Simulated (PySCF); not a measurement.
**C₇H₁₄OSi: geometry, NMR shifts and electronic excitations**

Aim: predict the NMR shifts and electronic excitations of C₇H₁₄OSi (`C=CC(=C)O[Si](C)(C)C`).

Computed with PySCF 2.14.0, with density-fitted response routines of our own, on a single molecule in the gas phase. Atoms are numbered from 0 throughout.

## Step 1: The starting structure

23 atoms, charge 0, multiplicity 1; geometry from: GFN2-xTB.

Bonds of the start (Å): C0–C1 1.33, C1–C2 1.46, C2–C3 1.33, C2–O4 1.35, O4–Si5 1.64, Si5–C6 1.91, Si5–C7 1.91, Si5–C8 1.90, C0–H9 1.08, C0–H10 1.08, C1–H11 1.08, C3–H12 1.07, C3–H13 1.07, C6–H14 1.09, C6–H15 1.09, C6–H16 1.09, C7–H17 1.09, C7–H18 1.09, C7–H19 1.09, C8–H20 1.09, C8–H21 1.08, C8–H22 1.09.

## Step 2: Relaxing the molecule at PBE0-D3(BJ)/def2-SVP

The job: settings as JSON, then the geometry in Å.

```
{"job": {"xc": "PBE0", "basis": "def2-SVP", "d3": "d3bj", "grid": 1, "kind": "geom"}, "charge": 0, "multiplicity": 1}
C      3.299943     0.706842     0.053146
C      2.851920    -0.538475    -0.043172
C      1.433206    -0.890266    -0.069659
C      1.027506    -2.156762    -0.169919
O      0.595491     0.165658     0.013259
Si    -1.028932     0.385963     0.031965
C     -1.846303    -0.215478    -1.584559
C     -1.840698    -0.461091     1.536839
C     -1.145035     2.275388     0.181295
H      4.351687     0.934740     0.070946
H      2.616392     1.536593     0.116489
H      3.533209    -1.375035    -0.108756
H      1.738034    -2.959247    -0.234645
H     -0.014651    -2.415114    -0.190771
H     -2.901970     0.035527    -1.612291
H     -1.377653     0.245752    -2.449794
H     -1.764488    -1.291665    -1.708776
H     -2.897963    -0.225748     1.603936
H     -1.750003    -1.542717     1.495705
H     -1.374188    -0.133679     2.461858
H     -0.676671     2.632860     1.092611
H     -2.181473     2.594121     0.197816
H     -0.661624     2.772779    -0.653286
```

Log:

```text
step   0  E = -639.05174205  max force = 0.038029
step   1  E = -639.05738407  max force = 0.005831
step   2  E = -639.05768683  max force = 0.002008
step   3  E = -639.05763266  max force = 0.002984
step   4  E = -639.05774950  max force = 0.000779
step   5  E = -639.05773127  max force = 0.001629
step   6  E = -639.05775701  max force = 0.000396
optimisation converged
```

It took 2.7 min on 1 thread, shared host.

Relaxation path: (the energy doesn't fall at every step)

```tsv
step	energy from step 0 (eV)	largest force component (eV/Å)
0	0.0000	1.9555
1	-0.1535	0.2998
2	-0.1618	0.1033
3	-0.1603	0.1534
4	-0.1635	0.0401
5	-0.1630	0.0838
6	-0.1637	0.0204
```

Distances of close pairs at the start and the end, largest changes first:

```tsv
bond	before (Å)	after (Å)	change (Å)
O4–Si5	1.639	1.697	+0.057
Si5–C6	1.909	1.873	-0.036
Si5–C7	1.908	1.873	-0.035
Si5–C8	1.899	1.867	-0.032
C8–H21	1.084	1.101	+0.017
C3–H13	1.074	1.091	+0.017
C7–H17	1.085	1.102	+0.017
C6–H14	1.085	1.102	+0.016
```

The end geometry stands in the next job.

```tsv
at the end point	value
rotational constants (GHz, main isotopes)	1.985, 0.888, 0.766
dipole moment (D)	1.27
```

## Step 3: Nuclear shieldings: PBE0/pcSseg-1

The job: settings as JSON, then the geometry in Å.

```
{"job": {"kind": "nmr", "xc": "PBE0", "basis": "pcSseg-1"}, "charge": 0, "multiplicity": 1}
C      3.343014     0.725595     0.061699
C      2.857770    -0.516897    -0.031357
C      1.426983    -0.836064    -0.048629
C      0.996905    -2.109246    -0.154535
O      0.628501     0.242111     0.047001
Si    -1.059845     0.408718     0.034763
C     -1.735603    -0.205034    -1.600370
C     -1.802391    -0.506565     1.490254
C     -1.310541     2.249819     0.214006
H      4.418989     0.913139     0.068825
H      2.666545     1.580720     0.132773
H      3.533379    -1.374414    -0.103458
H      1.722780    -2.919244    -0.227507
H     -0.061275    -2.372971    -0.171069
H     -2.811816     0.018447    -1.678217
H     -1.223769     0.294787    -2.437552
H     -1.605921    -1.290097    -1.726449
H     -2.882324    -0.298416     1.559235
H     -1.672795    -1.596232     1.415676
H     -1.332999    -0.175107     2.429699
H     -0.866582     2.614680     1.153008
H     -2.382348     2.503610     0.221160
H     -0.836745     2.791309    -0.619221
```

Level: GIAO PBE0/pcSseg-1 NMR shielding, non-relativistic, gas phase.

Log:

```text
coarse grid: 18992 points
cycle   1  E = -639.1336716098  dE =  8.139e-01  |g| = 7.854e-01  |ddm| = 4.240e+00
cycle   2  E = -639.0576404447  dE =  7.603e-02  |g| = 1.022e+00  |ddm| = 1.502e+00
cycle   3  E = -639.2600257209  dE = -2.024e-01  |g| = 1.855e-01  |ddm| = 1.016e+00
cycle   4  E = -639.2668693585  dE = -6.844e-03  |g| = 3.763e-02  |ddm| = 1.682e-01
cycle   5  E = -639.2670858864  dE = -2.165e-04  |g| = 2.362e-02  |ddm| = 4.788e-02
cycle   6  E = -639.2672339403  dE = -1.481e-04  |g| = 2.631e-03  |ddm| = 2.093e-02
cycle   7  E = -639.2672354670  dE = -1.527e-06  |g| = 8.980e-04  |ddm| = 2.955e-03
final grid: 176800 points
cycle   8  E = -639.3305685300  dE = -3.948e-05  |g| = 1.198e-02  |ddm| = 4.214e-02
cycle   9  E = -639.3305438997  dE =  2.463e-05  |g| = 1.661e-02  |ddm| = 2.051e-02
cycle  10  E = -639.3305989592  dE = -5.506e-05  |g| = 2.467e-03  |ddm| = 1.321e-02
cycle  11  E = -639.3306002539  dE = -1.295e-06  |g| = 3.231e-04  |ddm| = 2.337e-03
cycle  12  E = -639.3306002700  dE = -1.604e-08  |g| = 2.010e-04  |ddm| = 4.166e-04
cycle  13  E = -639.3306002807  dE = -1.073e-08  |g| = 2.971e-05  |ddm| = 1.921e-04
cycle  14  E = -639.3306002809  dE = -1.785e-10  |g| = 1.272e-05  |ddm| = 3.161e-05
converged SCF energy = -639.3306002809

GIAO shielding tensors (ppm)
atom      isotropic    diamagn.    paramagn.     s11        s22        s33       span
  0 C       61.575     254.877    -193.302    -51.282     64.513    171.495    222.777
  1 C       41.784     258.174    -216.390    -72.123     59.219    138.257    210.379
  2 C       21.370     250.071    -228.701    -87.181     44.310    106.982    194.163
  3 C       88.034     259.699    -171.665      6.854    107.599    149.650    142.796
  4 O      204.614     409.304    -204.690    136.420    175.508    301.913    165.493
  5 Si     327.562     884.071    -556.509    310.050    324.417    348.219     38.169
  6 C      185.594     257.887     -72.293    178.528    185.802    192.453     13.925
  7 C      185.136     257.877     -72.741    178.654    185.207    191.547     12.893
  8 C      184.103     257.278     -73.175    175.737    184.968    191.603     15.866
  9 H       25.873      26.732      -0.859     24.042     24.825     28.753      4.711
 10 H       25.289      33.612      -8.323     22.930     23.081     29.857      6.927
 11 H       25.145      30.087      -4.942     23.178     23.834     28.422      5.245
 12 H       26.976      31.460      -4.485     24.705     26.333     29.890      5.185
 13 H       27.066      35.978      -8.912     24.371     25.886     30.941      6.570
 14 H       31.409      30.563       0.845     27.449     28.586     38.191     10.742
 15 H       31.019      32.776      -1.757     27.100     28.394     37.564     10.464
 16 H       30.538      33.469      -2.930     25.649     29.315     36.651     11.002
 17 H       31.395      30.540       0.855     27.445     28.598     38.142     10.697
 18 H       30.553      33.453      -2.899     25.656     29.312     36.693     11.037
 19 H       30.983      32.688      -1.705     27.107     28.352     37.491     10.385
 20 H       30.862      32.388      -1.527     26.921     28.349     37.315     10.394
 21 H       31.412      30.173       1.240     27.254     28.762     38.220     10.966
 22 H       30.865      32.425      -1.560     26.890     28.366     37.340     10.450
```

Run time: 52 s. Hardware: 1 thread, shared host.

The references, computed at this level on geometries of the same kind, shield at (ppm): 1H TMS 31.27, 13C TMS 184.4, 29Si TMS 352.0, 17O H2O 334.6. Their shielding less the atom's gives the shift. The references are single molecules in the gas phase, so shifts against H2O, NH3, PH3, H3PO4 or CFCl3 are not on the usual liquid scales and can be off by tens of ppm. Atoms listed in one row are averaged.

```tsv
atoms	environment	σ (ppm)	δ (ppm)	δ scaled to CDCl3
C2	alkene carbon bearing oxygen	21.4	163.0	157.8
C1	alkene CH	41.8	142.6	138.0
C0	terminal =CH2 carbon	61.6	122.8	118.8
C3	β carbon of an enol-ether or enamine type C=C	88.0	96.4	93.1
C6, C7, C8	methyl carbon bonded to Si	184.9	-0.5	-1.0
H11	hydrogen on an alkene CH	25.14	6.12	6.02
H10	hydrogen on a terminal =CH2 carbon	25.29	5.98	5.88
H9	hydrogen on a terminal =CH2 carbon	25.87	5.39	5.33
H12	hydrogen on a β carbon of an enol-ether or enamine type C=C	26.98	4.29	4.28
H13	hydrogen on a β carbon of an enol-ether or enamine type C=C	27.07	4.20	4.20
H14, H15, H16, H17, H18 and 4 more	hydrogen on a methyl carbon bonded to Si	31.00	0.26	0.47
O4	oxygen bonded to C, Si	204.6	129.9	–
Si5	silicon bonded to 3 C, O	327.6	24.4	–
```

The scaled column applies a straight-line fit of computed shieldings to shifts measured in CDCl3 (root-mean-square error 0.21 ppm for H, 2.0 ppm for C).

The run also stored atomic charges by several schemes (e):

```tsv
atoms	Mulliken	IAO	Hirshfeld	ESP fit
C0	-0.12	-0.30	-0.10	-0.38
C1	-0.25	-0.15	-0.06	-0.23
C2	0.20	0.22	0.08	0.42
C3	-0.22	-0.41	-0.15	-0.75
O4	-0.66	-0.58	-0.19	-0.45
Si5	1.06	1.29	0.46	1.15
C6, C7, C8	-0.64	-0.73	-0.22	-0.78
```

Mayer bond orders: C0–C1 1.93, C1–C2 1.06, C2–C3 1.80, C2–O4 1.03, O4–Si5 0.82, Si5–C6 0.98, Si5–C7 0.98, Si5–C8 0.98.

## Step 4: Excited states and response: wB97X-D/def2-SVPD

Same as in step 3 but for these lines:

```diff
@@ -1,2 +1,2 @@
-{"job": {"kind": "nmr", "xc": "PBE0", "basis": "pcSseg-1"}, "charge": 0, "multiplicity": 1}
+{"job": {"kind": "uv", "xc": "wB97X-D", "basis": "def2-SVPD", "ip": true}, "charge": 0, "multiplicity": 1}
 C      3.343014     0.725595     0.061699
```

With the program's defaults for keys left out, this is: TDDFT wB97X-D/def2-SVPD, vertical, gas phase, core orbitals frozen in the response.

Log:

```text
coarse grid: 18992 points
cycle   1  E = -639.2818728016  dE =  9.847e-01  |g| = 6.763e-01  |ddm| = 8.363e+00
cycle   2  E = -639.2844005779  dE = -2.528e-03  |g| = 7.260e-01  |ddm| = 2.450e+00
cycle   3  E = -639.3786543876  dE = -9.425e-02  |g| = 1.032e-01  |ddm| = 1.331e+00
cycle   4  E = -639.3807408280  dE = -2.086e-03  |g| = 3.532e-02  |ddm| = 2.361e-01
cycle   5  E = -639.3810554187  dE = -3.146e-04  |g| = 9.283e-03  |ddm| = 1.030e-01
cycle   6  E = -639.3810776334  dE = -2.221e-05  |g| = 2.141e-03  |ddm| = 2.750e-02
cycle   7  E = -639.3810792343  dE = -1.601e-06  |g| = 5.287e-04  |ddm| = 7.813e-03
final grid: 176800 points
cycle   8  E = -639.4774215400  dE = -1.329e-04  |g| = 3.995e-03  |ddm| = 2.932e-01
cycle   9  E = -639.4774250204  dE = -3.480e-06  |g| = 2.397e-03  |ddm| = 4.274e-02
cycle  10  E = -639.4774262286  dE = -1.208e-06  |g| = 6.884e-04  |ddm| = 6.445e-03
cycle  11  E = -639.4774263318  dE = -1.031e-07  |g| = 2.878e-04  |ddm| = 3.437e-03
cycle  12  E = -639.4774263493  dE = -1.752e-08  |g| = 6.316e-05  |ddm| = 7.694e-04
cycle  13  E = -639.4774263505  dE = -1.241e-09  |g| = 2.690e-05  |ddm| = 2.427e-04
cycle  14  E = -639.4774263507  dE = -2.242e-10  |g| = 7.564e-06  |ddm| = 9.746e-05
converged SCF energy = -639.4774263507

Static polarisability (au): isotropic 116.274, principal 94.674 117.218 136.930

Singlet excitations
state   eV       nm        f      main configurations
  1   5.5500    223.4   0.40489   H->L 0.96
  2   6.5108    190.4   0.00174   H->L+1 0.50, H->L+3 0.22, H->L+2 0.20
  3   6.8269    181.6   0.17936   H-1->L 0.91
  4   7.0792    175.1   0.00376   H-2->L 0.49, H-4->L 0.45
  5   7.1224    174.1   0.01271   H->L+2 0.56, H->L+1 0.12, H->L+6 0.10
  6   7.3024    169.8   0.01715   H->L+3 0.53, H->L+1 0.20, H->L+5 0.08
  7   7.5297    164.7   0.05750   H->L+8 0.40, H->L+4 0.40, H->L+11 0.13
  8   7.7917    159.1   0.02415   H->L+7 0.32, H->L+6 0.26, H-1->L+2 0.18
  9   7.8695    157.6   0.00000   H-5->L 0.60, H-4->L 0.18, H-2->L 0.15
 10   8.0969    153.1   0.03889   H->L+5 0.29, H->L+7 0.13, H->L+12 0.11

Triplet excitations (Tamm-Dancoff, eV): 3.2802 4.8120 6.5037 6.8648
Vertical ionisation energy (delta-SCF) = 8.1796 eV
```

Wall time 3.9 min (1 thread, shared host).

Frontier orbitals and where they lie:

```tsv
orbital	eV	atoms
HOMO−3	-10.79	C6 20 %, C7 19 %, Si5 15 %
HOMO−2	-10.34	C8 24 %, O4 20 %, Si5 16 %
HOMO−1	-9.84	C1 22 %, O4 22 %, C0 19 %
HOMO	-8.13	C3 33 %, C2 20 %, C0 14 %
LUMO	1.09	C0 25 %, C3 20 %, C1 18 %
LUMO+1	2.06	Si5 17 %, C8 9 %, C6 9 %
LUMO+2	2.81	C0 25 %, C1 14 %, H9 12 %
```

With each of the 10 states as a Gaussian band of 0.4 eV half-width at 1/e, the curve within the window shown has maxima at 224 nm (ε 16,000), 181 nm (ε 8,000) L/(mol cm). Beyond the last state computed it falls off for lack of states. The curve at chosen wavelengths:

nm, ε (L/mol/cm) and a bar:
```
      148       1018 
      152       2083 ##
      156       2988 ####
      160       3668 #####
      164       4145 ######
      168       4546 #######
      172       5448 #########
      177       7316 #############
      181       8045 ##############
      185       7133 ############
      189       5072 ########
      193       3025 ####
      197       1854 ##
      201       1948 ##
      205       3464 #####
      209       6336 ###########
      213      10051 ##################
      217      13612 #########################
      221      15916 ##############################
      226      16081 ##############################
      230      14209 ##########################
      234      11310 ####################
      238       8197 ##############
      242       5462 #########
      246       3374 #####
      250       1948 ##
```

Ground-state properties from the same run:

```tsv
property	computed
dipole moment (D)	1.25
polarisability (Å³)	17.23
HOMO–LUMO gap (eV)	9.22
−ε(HOMO) (eV)	8.13
```

## Step 5: Shielding tensors: wB97X-D/pcSseg-1

Same as in step 4 but for these lines:

```diff
@@ -1,2 +1,2 @@
-{"job": {"kind": "uv", "xc": "wB97X-D", "basis": "def2-SVPD", "ip": true}, "charge": 0, "multiplicity": 1}
+{"job": {"kind": "nmr", "xc": "wB97X-D", "basis": "pcSseg-1", "pop": false}, "charge": 0, "multiplicity": 1}
 C      3.343014     0.725595     0.061699
```

Level: GIAO wB97X-D/pcSseg-1 NMR shielding, non-relativistic, gas phase.

Log:

```text
coarse grid: 18992 points
cycle   1  E = -639.5831950858  dE =  1.061e+00  |g| = 7.073e-01  |ddm| = 4.174e+00
cycle   2  E = -639.5851896599  dE = -1.995e-03  |g| = 7.644e-01  |ddm| = 1.086e+00
cycle   3  E = -639.6838359690  dE = -9.865e-02  |g| = 1.056e-01  |ddm| = 6.145e-01
cycle   4  E = -639.6859109611  dE = -2.075e-03  |g| = 3.680e-02  |ddm| = 9.785e-02
cycle   5  E = -639.6862356796  dE = -3.247e-04  |g| = 9.277e-03  |ddm| = 3.885e-02
cycle   6  E = -639.6862569602  dE = -2.128e-05  |g| = 2.170e-03  |ddm| = 9.082e-03
cycle   7  E = -639.6862585220  dE = -1.562e-06  |g| = 5.305e-04  |ddm| = 3.039e-03
final grid: 176800 points
cycle   8  E = -639.7536943617  dE = -2.563e-04  |g| = 4.418e-03  |ddm| = 4.806e-02
cycle   9  E = -639.7536987215  dE = -4.360e-06  |g| = 2.173e-03  |ddm| = 8.466e-03
cycle  10  E = -639.7536996418  dE = -9.204e-07  |g| = 6.713e-04  |ddm| = 2.050e-03
cycle  11  E = -639.7536997657  dE = -1.238e-07  |g| = 2.124e-04  |ddm| = 1.016e-03
cycle  12  E = -639.7536997762  dE = -1.050e-08  |g| = 8.100e-05  |ddm| = 2.597e-04
cycle  13  E = -639.7536997777  dE = -1.572e-09  |g| = 2.382e-05  |ddm| = 9.956e-05
cycle  14  E = -639.7536997779  dE = -1.712e-10  |g| = 8.131e-06  |ddm| = 4.495e-05
converged SCF energy = -639.7536997779

GIAO shielding tensors (ppm)
atom      isotropic    diamagn.    paramagn.     s11        s22        s33       span
  0 C       60.289     254.858    -194.569    -55.841     65.239    171.470    227.312
  1 C       41.251     258.717    -217.465    -75.323     60.617    138.460    213.782
  2 C       20.549     250.342    -229.792    -92.262     46.575    107.335    199.597
  3 C       88.262     259.934    -171.672      4.585    110.477    149.724    145.138
  4 O      210.515     410.090    -199.574    145.045    183.034    303.466    158.420
  5 Si     328.368     884.035    -555.667    311.229    324.940    348.934     37.705
  6 C      185.581     258.262     -72.681    178.760    185.900    192.082     13.322
  7 C      185.138     258.253     -73.115    178.875    185.345    191.195     12.319
  8 C      184.116     257.604     -73.488    175.976    185.270    191.100     15.124
  9 H       25.959      26.760      -0.801     24.046     24.926     28.905      4.859
 10 H       25.358      33.742      -8.384     23.012     23.103     29.960      6.948
 11 H       25.274      30.029      -4.755     23.311     23.934     28.578      5.267
 12 H       27.111      31.598      -4.488     24.821     26.452     30.060      5.239
 13 H       27.174      36.271      -9.097     24.464     25.965     31.092      6.628
 14 H       31.515      30.598       0.917     27.565     28.690     38.290     10.724
 15 H       31.126      33.000      -1.874     27.208     28.524     37.647     10.438
 16 H       30.671      33.765      -3.094     25.828     29.447     36.740     10.912
 17 H       31.501      30.575       0.926     27.561     28.702     38.241     10.681
 18 H       30.684      33.749      -3.065     25.829     29.442     36.781     10.952
 19 H       31.091      32.909      -1.818     27.216     28.483     37.576     10.359
 20 H       30.978      32.595      -1.617     27.039     28.495     37.399     10.360
 21 H       31.526      30.202       1.324     27.382     28.875     38.322     10.940
 22 H       30.982      32.632      -1.650     27.009     28.512     37.425     10.416
```

Wall time 64 s (1 thread, shared host).

This run: δ C2 164.0, C1 143.3, C0 124.2, C3 96.3, H11 6.11, H10 6.02 ppm.

## Step 6: Comparing the runs: NMR shifts

Shifts (ppm) of some atoms, chosen among heavy atoms and hydrogens apart, with basis size and wall time:

```tsv
run	C2	C1	C0	H10	H9	O4	Si5	functions	time
PBE0/pcSseg-1	163.0	142.6	122.8	5.98	5.39	129.9	24.4	230	52 s
wB97X-D/pcSseg-1	164.0	143.3	124.2	6.02	5.42	122.7	24.6	230	64 s
```

## Step 7: What came out

| quantity | value |
| --- | --- |
| rotational constants (main isotopes) | 1.98, 0.89, 0.77 GHz |
| 13C shifts against TMS (PBE0/pcSseg-1, means over atoms taken as alike) | 163.0, 142.6, 122.8, 96.4, -0.5 ppm |
| 1H shifts against TMS (PBE0/pcSseg-1, means over atoms taken as alike) | 6.12, 5.98, 5.39, 4.29, 4.20, 0.26 ppm |
| 17O shifts against H2O (PBE0/pcSseg-1) | 129.9 ppm |
| 29Si shifts against TMS (PBE0/pcSseg-1) | 24.4 ppm |
| lowest singlet (wB97X-D/def2-SVPD) | 5.55 eV (223 nm), f = 0.405 |
| lowest triplet | 3.28 eV |
| vertical ionisation energy (ΔSCF) | 8.18 eV |
| range of the shift of O4 | 122.7 to 129.9 ppm |

What this shows: The optimisation took 6 steps and gained 0.164 eV; among the close pairs (by a distance rule), O4–Si5 changed most, from 1.639 to 1.697 Å. H11 (hydrogen on an alkene CH) lies farthest downfield among hydrogen, at 6.12 ppm; attached to an sp2 carbon and in the plane of the double bond. At PBE0/pcSseg-1: The largest span, 223 ppm, is at C0, where the paramagnetic term is -193 ppm. The first singlet state (HOMO→LUMO 0.96) lies at 5.55 eV and is bright. The lowest triplet lies 2.27 eV below the lowest singlet (triplets in Tamm-Dancoff, singlets in full TDDFT). At wB97X-D/def2-SVPD, the highest states lie near or above the ionisation energy, where they hang on the basis. The orbital energy would give 8.13 eV for ionisation, ΔSCF gives 8.18 eV. In ppm, O4 moves most: its shift spreads over 7.3 ppm, from 122.7 (wB97X-D/pcSseg-1) to 129.9 (PBE0/pcSseg-1).
